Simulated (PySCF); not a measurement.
# C2H9GeNSi: the cost of one run

The runs use PySCF 2.14.0, with density-fitted response routines of our own; the level of theory stands in each step. All values are computed, except where a source is named. Atoms are numbered from 0 throughout.

## Step 1: The starting structure

14 atoms, charge 0, multiplicity 1; geometry from: GFN2-xTB. The atoms were then displaced at random by about 0.01 Å, so the start is not that level's minimum.

Bonds of the start (Å): C0–Si1 1.91, Si1–N2 1.72, N2–C3 1.41, C3–Ge4 2.00, Ge4–Si1 2.36, C0–H5 1.05, C0–H6 1.08, C0–H7 1.11, Si1–H8 1.50, N2–H9 1.02, C3–H10 1.14, C3–H11 1.09, Ge4–H12 1.52, Ge4–H13 1.54.

## Step 2: Optimising the geometry at PBE0-D3(BJ)/def2-SVP

What the job is given:

```
{"job": {"xc": "PBE0", "basis": "def2-SVP", "d3": "d3bj", "grid": 1, "shake": 0.01, "kind": "geom"}, "charge": 0, "multiplicity": 1}
C      2.324290     0.344110    -0.147650
Si     0.578710     0.306510     0.638530
N     -0.280700    -1.158300     0.378790
C     -1.583460    -0.901760    -0.096130
Ge    -1.344750     1.032720    -0.524660
H      2.989450    -0.272910     0.376940
H      2.293710     0.055660    -1.190890
H      2.718540     1.382790    -0.113760
H      0.650290     0.818610     2.047100
H     -0.076560    -2.071190     0.781750
H     -2.368770    -1.091160     0.701660
H     -1.852460    -1.574940    -0.914380
H     -1.548360     1.266100    -2.014980
H     -2.507080     1.848690     0.069930
```

Command:

```console
> OMP_NUM_THREADS=1 python probes_run.py task.json out
```

One launch serves the whole session: the jobs run in the order shown.

Q: Estimate the wall time and peak memory of this first job on 1 thread of Arm Neoverse V2, shared host.

About 79 s, with a peak of 0.54 GiB.
